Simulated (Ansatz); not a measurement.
**C₂H₈ClNSi: a ladder of functionals and wavefunction methods**

How much do the methods differ for C₂H₈ClNSi? The plan is to run it at one geometry with functionals of several rungs and with coupled cluster, and see how far each lands from CCSD(T) at the basis-set limit for the atomisation energy.

The runs use Ansatz 0.2.0, Gaussian basis; functionals in def2-TZVPP, the program's frozen cores in correlated methods.

Plan: PBE-D4, r2SCAN-D4, PBE0-D4, B3LYP-D4, ωB97X-V, ωB97M-V, B2PLYP; CCSD(T)/def2-TZVPP; MP2/def2-QZVPP; extrapolation to the limit.

### Step 1. The relaxed structure

All runs share one geometry, relaxed beforehand with PBE0-D4 in a triple-zeta def2 set.

13 atoms, charge 0, spin multiplicity 1.

Atoms are counted from 1 here; the program's logs count them from 0.

Bond lengths: C1–C2 1.512 Å, C1–H6 1.092 Å, C1–H7 1.094 Å, C1–H8 1.092 Å, C2–Cl3 1.808 Å, C2–Si4 1.894 Å, C2–H9 1.093 Å, Si4–N5 1.710 Å, Si4–H10 1.484 Å, Si4–H11 1.490 Å, N5–H12 1.007 Å, N5–H13 1.006 Å. Angles: C2–C1–H6 111.0°, C2–C1–H7 109.5°, C2–C1–H8 111.6°, H6–C1–H7 108.2°, H6–C1–H8 108.1°, H7–C1–H8 108.3°, C1–C2–Cl3 110.0°, C1–C2–Si4 114.7°, C1–C2–H9 110.7°, Cl3–C2–Si4 105.6°, Cl3–C2–H9 105.0°, Si4–C2–H9 110.3°, C2–Si4–N5 114.1°, C2–Si4–H10 106.8°, C2–Si4–H11 107.7°, N5–Si4–H10 110.4°, N5–Si4–H11 107.0°, H10–Si4–H11 111.0° and more.

### Step 2. PBE-D4 (GGA)

Input file in.yaml:

```yaml
crystal:
  periodic: [false, false, false]
  atoms:
    - {symbol: C, position_ang: [-1.644936, 0.119184, -0.346552]}
    - {symbol: C, position_ang: [-0.420315, -0.726598, -0.613166]}
    - {symbol: Cl, position_ang: [0.277976, -0.310877, -2.227889]}
    - {symbol: Si, position_ang: [0.991122, -0.491477, 0.628478]}
    - {symbol: N, position_ang: [1.616644, 1.099217, 0.682022]}
    - {symbol: H, position_ang: [-1.384816, 1.178630, -0.292440]}
    - {symbol: H, position_ang: [-2.090513, -0.173175, 0.609367]}
    - {symbol: H, position_ang: [-2.397704, -0.006472, -1.127839]}
    - {symbol: H, position_ang: [-0.688870, -1.783489, -0.685572]}
    - {symbol: H, position_ang: [2.056762, -1.452810, 0.252024]}
    - {symbol: H, position_ang: [0.455275, -0.793490, 1.985053]}
    - {symbol: H, position_ang: [2.041837, 1.512201, -0.131809]}
    - {symbol: H, position_ang: [1.208037, 1.794257, 1.283120]}
basis:
  gaussian: {orbitals: def2-TZVPP}
hamiltonian: {xc: pbe, dispersion: d4}
output: {forces: true, orbitals: {seedname: orbitals}}
```

On the command line:

```
> ansatz run in.yaml --threads 4 --pin off --events-out ev --progress --plain --max-ram 10444MiB
```

After this run come: r2SCAN-D4 (meta-GGA); PBE0-D4 (hybrid); B3LYP-D4 (hybrid); ωB97X-V (range-separated); ωB97M-V (range-separated); B2PLYP (double hybrid); CCSD(T) in def2-TZVPP; MP2 in def2-QZVPP.

Before running them: what should the planned runs give, taken together? Wanted: atomisation energy, CCSD(T)/CBS; farthest; mean size of error, hybrid; mean size of error, range-separated; gap, smallest and largest; T1 diagnostic; triples share of the correlation energy.

The runs gave:

| quantity | value |
| --- | --- |
| atomisation energy, CCSD(T)/CBS | 1096.6 kcal/mol |
| functionals within 5.5 kcal/mol (0.5 %) | r2SCAN-D4, PBE0-D4, B3LYP-D4, ωB97X-V, ωB97M-V |
| farthest | B2PLYP (-14.4 kcal/mol) |
| mean size of error, hybrid | 0.4 kcal/mol |
| mean size of error, range-separated | 3.9 kcal/mol |
| gap, smallest and largest | 5.40 eV (PBE-D4), 12.10 eV (ωB97X-V) |
| T1 diagnostic | 0.0098 |
| triples share of the correlation energy | 3.9 % |

In words: PBE-D4 is off by +13.4 kcal/mol. Double hybrids carry the basis error of their MP2 part in triple zeta, and no dispersion term here, so their miss is partly the set-up's. Misses under about 5.5 kcal/mol are within the doubt on the reference itself, which lacks core-valence correlation, relativity and higher excitations. Hartree-Fock recovers 73 % of the binding; the rest is correlation. Orbital gaps span 5.4 to 12.1 eV; exact exchange widens them.
